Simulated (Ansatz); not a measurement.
# AlGaO (singlet): wave-function methods side by side, cc-pVTZ

Aim: climb from Hartree-Fock through coupled cluster for AlGaO (singlet) at one geometry and basis, and see what each rung misses.

Method: cc-pVTZ, core rule «outside noble gas», up to 20 orbitals frozen; program: Ansatz 0.2.0, Gaussian basis.

The runs, in order: UHF; CCSD(T) on RHF; BCCD(T) on RHF; CCSDT(Q) on RHF.

10 further runs of the same task are left out: 5 for a known fault of the program, 5 set aside as unsound or not needed.

## Step 1: What is computed

The geometry is a PBE0/def2-TZVP stationary point (not a proven minimum) of the parent state, kept for this charge and spin. No spin-orbit coupling is included. The filled d shell of Ga may be among the frozen orbitals whatever the setting's name suggests; the logs give the count.

3 atoms, charge 0, spin multiplicity 1.

Atoms are counted from 1 here; the program's logs count them from 0.

Bond lengths: Al1–O2 1.696 Å, O2–Ga3 1.801 Å. Angles: Al1–O2–Ga3 180.0°.

## Step 2: UHF

Input file in.yaml:

```yaml
crystal:
  periodic: [false, false, false]
  atoms:
    - {symbol: Al, position_ang: [0.000000, 0.000000, 1.730700]}
    - {symbol: O, position_ang: [0.000000, 0.000000, 0.035000]}
    - {symbol: Ga, position_ang: [0.000000, 0.000000, -1.765700]}
basis:
  gaussian: {orbitals: cc-pVTZ}
magnetization: {spin_polarized: true, initial_magnetization: 0}
hamiltonian: {xc: hf}
output: {orbitals: {seedname: orbitals}}
```

Launch:

```
> ansatz run in.yaml --threads 1 --pin off --events-out ev --progress --plain --max-ram 4096MiB --backend cpu
```

Further steps of the session: CCSD(T) on RHF; BCCD(T) on RHF; CCSDT(Q) on RHF.

Q: Predict the results of all the runs planned. Wanted: RCCSDT(Q) below the RHF energy; RMP2 from RCCSDT(Q); RCCSD from RCCSDT(Q); RCCSD(T) from RCCSDT(Q); T1 diagnostic.

The runs gave:

```
                         quantity                      value
   RCCSDT(Q) below the RHF energy                -10.2408 eV
              RMP2 from RCCSDT(Q)                 +808.7 meV
             RCCSD from RCCSDT(Q)                 +448.3 meV
          RCCSD(T) from RCCSDT(Q)                  +34.2 meV
levels within 1 kcal/mol (43 meV)  RCCSD(T), BCCD(T), RCCSDT
                    T1 diagnostic                      0.019
```

What this shows: RCCSD(T) lands +34.2 meV from the yardstick (0.3 % of the correlation energy). These misses are within one basis, not against nature.
